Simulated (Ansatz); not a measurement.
# SiW (zincblende type): how the settings move a single-point run

Question: which choices in the input matter for SiW (zincblende type)?

Computed with Ansatz 0.2.0 (reference: DFT, PBE, PAW with Ansatz's default frozen-core files, scalar-relativistic, unless a step's input says otherwise).

1 further run of the same task is left out (it didn't finish). Runs told in other sessions of the task aren't counted.

## 1. The system as given

It takes space group F-43m (No. 216, cubic). Conventional cell: a = 5.584 Å, b = 5.584 Å, c = 5.584 Å, α = 90.00°, β = 90.00°, γ = 90.00°. W (site symmetry -43m) is surrounded by 4 Si at 2.42 Å. Si (site symmetry -43m) has 4 W at 2.42 Å in its first shell of neighbours.

Coordinates:

```xyz
2
Lattice="0.0000 2.7921 2.7921 2.7921 0.0000 2.7921 2.7921 2.7921 0.0000" Properties=species:S:1:pos:R:3 pbc="T T T"
W     0.0000    0.0000    0.0000
Si    1.3961    1.3961    1.3961
```

## 2. The reference run

The input, input.yaml:

```yaml
crystal:
  lattice:
    - [0.0, 2.7921289973, 2.7921289973]
    - [2.7921289973, 0.0, 2.7921289973]
    - [2.7921289973, 2.7921289973, 0.0]
  atoms:
    - { symbol: W, position: [0.0, 0.0, 0.0] }
    - { symbol: Si, position: [0.25, 0.25, 0.25] }
kpoints:
  mp_grid: { grid: [11, 11, 11] }
  band_path:
    path:
      - [0.0, 0.0, 0.0]
      - [-0.5, -0.5, 0.0]
      - [-0.375, -0.375, 0.25]
      - [-0.375, 0.0, 0.375]
      - [0.0, 0.0, 0.0]
      - [0.0, 0.0, 0.5]
      - [-0.5, -0.25, 0.25]
      - [-0.5, -0.5, 0.0]
    npoints: 8
scf:
  occupations: { method: fermi_dirac, width: 0.08 }
hamiltonian:
  xc: pbe
  pseudopotentials: { kind: paw }
output:
  forces: true
  stress: true
  eigenvalues: true
  populations: true
  dos: { projected: true, de: 0.2, e_range: [-14, 8] }
  write_density: true
  write_potential: true
  elf: true
  volumetric_format: npy
```

Started as:

```bash
ansatz run input.yaml --threads 1 --pin off --max-ram 2048MiB --backend cpu --events-out ev --progress --plain --runs-dir out
```

## 3. Changed: occupations.method methfessel_paxton, occupations.width 0.3

Changes to input.yaml since step 2:

```diff
@@ -22,3 +22,3 @@
 scf:
-  occupations: { method: fermi_dirac, width: 0.08 }
+  occupations: { method: methfessel_paxton, width: 0.3 }
 hamiltonian:
@@ -31,3 +31,2 @@
   populations: true
-  dos: { projected: true, de: 0.2, e_range: [-14, 8] }
   write_density: true
```

**Question.** What will these runs give? Wanted: for each run, ending; energy change; pressure; gap; force.

The runs gave:

| run | ending | energy change | pressure (GPa) | gap (eV) | force (eV/Å) | cycles | time |
| --- | --- | --- | --- | --- | --- | --- | --- |
| reference | converged | 0 | 0.0 | 0.00 | 0.00 | 6 | 6 s |
| 1: occupations.method methfessel_paxton, occupations.width 0.3 | converged | +0.3 meV/atom (σ→0) | -0.2 | 0.00 | 0.00 | 6 | 5.8 s |

Times don't compare one to one where runs were asked for different outputs or read a saved state (see the inputs); cycles may leave out searches for a lower state.

Residual by cycle in the longest SCF loop of each run; runs are numbered as in the table. The quantity is the density residual dr2, in eV.

| cycle | reference | run 1 |
| --- | --- | --- |
| 1 | 0.0127 | 0.0136 |
| 2 | 0.00267 | 0.00271 |
| 3 | 3.4e-4 | 3.6e-4 |
| 4 | 3.8e-5 | 3.8e-5 |
| 5 | 1.4e-6 | 1.5e-6 |
| 6 | 5.6e-8 | 4.4e-8 |

What this shows: Changing the smearing leaves the energy as it was (+0.3 meV/atom). The reference has no spin polarisation; with W present, a magnetic state may lie lower.
